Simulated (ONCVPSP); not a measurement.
**An ONCV potential for copper, from input to tests**

Task: generate the file, and judge it by its errors in other configurations, its logarithmic derivatives, its ghosts and its cutoff.

Program: ONCVPSP 4.0.1.1 (patched build). Reference atom: PBEsol, scalar-relativistic, spherical and spin-unpolarised. All values are calculated.

## Step 1: The design

The settings as typed:

| Quantity | Value |
| --- | --- |
| element | copper (Cu, Z = 29) |
| type | optimised norm-conserving Vanderbilt (ONCV) |
| frozen core | [Ne] |
| valence charge | 19 |
| reference configuration | 3s2 3p6 3d10 4s0.5 4p0.5 |
| partial waves | 3s+4s: rc 1.25 bohr, ncon 4, nbas 9, qcut 7.4 1/bohr, 2 projectors; 3p+4p: rc 1.45 bohr, ncon 3, nbas 7, qcut 9.2 1/bohr, 3 projectors, debl 2 Ha; 3d: rc 1.40 bohr, ncon 3, nbas 8, qcut 8.6 1/bohr, 3 projectors, debl 3.6 Ha |
| local potential | polynomial inside 0.90 bohr (lpopt 5, dvloc0 4 Ha) |
| core correction | polynomial model core, fcfact 0.25 |

The nodes and maxima of the atom's own shells, from an earlier all-electron run, set the scale for the radii.

All-electron outer shells of the reference configuration (PBEsol, scalar-relativistic, ld1.x):

| shell | level (eV) | outermost node (bohr) | outermost maximum (bohr) |
| --- | --- | --- | --- |
| 2s | -1062.51 | 0.07 | 0.20 |
| 2p | -917.49 | – | 0.16 |
| 3s | -115.55 | 0.29 | 0.61 |
| 3p | -73.15 | 0.26 | 0.62 |
| 3d | -6.20 | – | 0.60 |
| 4s | -5.41 | 0.89 | 2.24 |
| 4p | -1.23 | 0.97 | 3.43 |

## Step 2: Generation

File Cu.dat:

```
# ATOM AND REFERENCE CONFIGURATION
# atsym  z   nc   nv     iexc    psfile
  Cu 29.00    3    5  -116133      upf
#
#   n    l    f
    1    0    2.00
    2    0    2.00
    2    1    6.00
    3    0    2.00
    3    1    6.00
    3    2   10.00
    4    0    0.50
    4    1    0.50
#
# PSEUDOPOTENTIAL AND OPTIMIZATION
# lmax
    2
#
#   l,   rc,      ep,       ncon, nbas, qcut
    0    1.25    0.00    4    9    7.40
    1    1.45    0.00    3    7    9.20
    2    1.40    0.00    3    8    8.60
#
# LOCAL POTENTIAL
# lloc, lpopt,  rc(5),   dvloc0
    4    5    0.90    4.00
#
# VANDERBILT-KLEINMAN-BYLANDER PROJECTORs
# l, nproj, debl
    0    2    0.40
    1    3    2.00
    2    3    3.60
#
# MODEL CORE CHARGE
# icmod, fcfact, rcfact
    1    0.25    0.00
#
# LOG DERIVATIVE ANALYSIS
# epsh1, epsh2, depsh
   -6.00    5.00    0.04
#
# OUTPUT GRID
# rlmax, drl
    6.00    0.01
#
# TEST CONFIGURATIONS
# ncnf
    4
# nvcnf
#   n    l    f
    5
    3    0    2.00
    3    1    6.00
    3    2   10.00
    4    0    1.00
    4    1    0.00
#
    5
    3    0    2.00
    3    1    6.00
    3    2   10.00
    4    0    0.00
    4    1    0.00
#
    5
    3    0    2.00
    3    1    6.00
    3    2    9.00
    4    0    0.00
    4    1    0.00
#
    5
    3    0    2.00
    3    1    6.00
    3    2   10.00
    4    0    0.00
    4    1    1.00
#
```

The run is started by

```bash
$ oncvpsp.x < Cu.dat > Cu.out
```

**Question.** What will these runs give? Wanted: cutoffs for 1 and 0.1 mHa per electron, occupied waves; bound ghosts; GHOST(+) flags; largest test error; largest phase difference near zero energy, channels read; rms error of d²Exc/dn², without and with the model core.

**Answer**, as computed:

```
                                                quantity                                                 value
  cutoffs for 1 and 0.1 mHa per electron, occupied waves                                      38 Ha and 140 Ha
                                            bound ghosts                                            none found
                                          GHOST(+) flags                                          p at 1772 eV
                            largest test error (AE − PS)  +4.2 meV, for 3s2 3p6 3d10 4s0 4p0 (1 test unsolved)
largest phase difference near zero energy, channels read                                             0.001 rad
 rms error of d²Exc/dn², without and with the model core                                     3.86 and 1.15 mHa
```

What this shows: By total energies transferability is very good where solved: the largest error is 4.2 meV on 6.1 eV, for 3s2 3p6 3d10 4s0 4p0. Of the tests 1 gave no usable energy difference, which is a warning in itself. The potential is hard: the looser tolerance needs 38 Ha. The tighter tolerance needs 140 Ha, and converged work needs a cutoff nearer that. At the looser tolerance the 3d wave is the slowest; 3p needs 32 Ha. No bound ghost shows below the valence levels. Near zero energy the phases of the channels with partial waves agree within 0.001 rad. The program also flags highly localised states, GHOST(+) (p). All of this concerns the isolated atom, not yet a solid.
